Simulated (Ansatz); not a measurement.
Write the native input for Ansatz 0.2.0 that does the following.

* Task: single point
* Functional: PBEsol
* Potentials or basis: all-electron LAPW, scalar-relativistic
* Cutoff: 320 eV (chosen from the basis error)
* Basis error allowed: 0.001 eV/atom
* k mesh: 8 × 8 × 8
* Occupations: fermi-dirac, width 0.05 eV
* Spin: collinear spin, ferromagnetic start
* Starting moments: [4.0, 4.0, 4.0, 0.0] μB

Crystal: Mn3Al.

```
Mn Al
1.0
     0.00000    2.85803    2.85803
     2.85803    0.00000    2.85803
     2.85803    2.85803    0.00000
Mn Al
3 1
Cartesian
  -0.0001 -0.0382 0.0005
  1.4350 1.4335 1.4160
  4.2993 4.3181 4.2902
  2.8357 2.8474 2.8439
```

The cell comes from a database or a generator and needn't be the stable form of this composition.

The cell isn't the ideal one: atoms moved at random, drawn with an rms of 0.05 Å.

One way to write it, as run:

input.yaml

```yaml
crystal:
  lattice:
    - [0.0, 2.858028, 2.858028]
    - [2.858028, 0.0, 2.858028]
    - [2.858028, 2.858028, 0.0]
  atoms:
    - { symbol: Mn, position: [-0.006599, 0.006765, -0.006784], spin: 4.0 }
    - { symbol: Mn, position: [0.247475, 0.247988, 0.254104], spin: 4.0 }
    - { symbol: Mn, position: [0.753836, 0.747278, 0.757024], spin: 4.0 }
    - { symbol: Al, position: [0.499567, 0.495476, 0.49672] }
kpoints:
  mp_grid: { grid: [8, 8, 8] }
scf:
  occupations: { method: fermi_dirac, width: 0.05 }
hamiltonian:
  xc: pbesol
  pseudopotentials: { kind: all_electron, lapw: { basis_error: 0.001 } }
magnetization:
  spin_polarized: true
output:
  forces: true
  stress: true
  eigenvalues: true
  populations: true
```

Potentials or basis: all-electron LAPW, scalar-relativistic.

Run with:

```sh
$ ansatz run input.yaml --threads 4 --pin off --max-ram 12288MiB --backend cpu --events-out ev --progress --plain --runs-dir out
```

Results of the run:

* Pressure: -2.5 GPa
* Largest force: 0.457 eV/Å
* Band gap on the k mesh: none (metal or under the smearing width)
* Net moment: 0.01 μB per cell
* Absolute moment: 4.92 μB per cell
* Site moments: Mn +2.37, -1.18, -1.17; Al -0.00 μB
* Loewdin charges: Mn +0.56, +0.39; Al -0.87 e

Caveat: the atomic charges don't sum to the cell's charge; the starting moments weren't kept.

Wall time 15 min on 4 threads of Arm Neoverse V2 (shared host), peak memory 4.9 GiB.
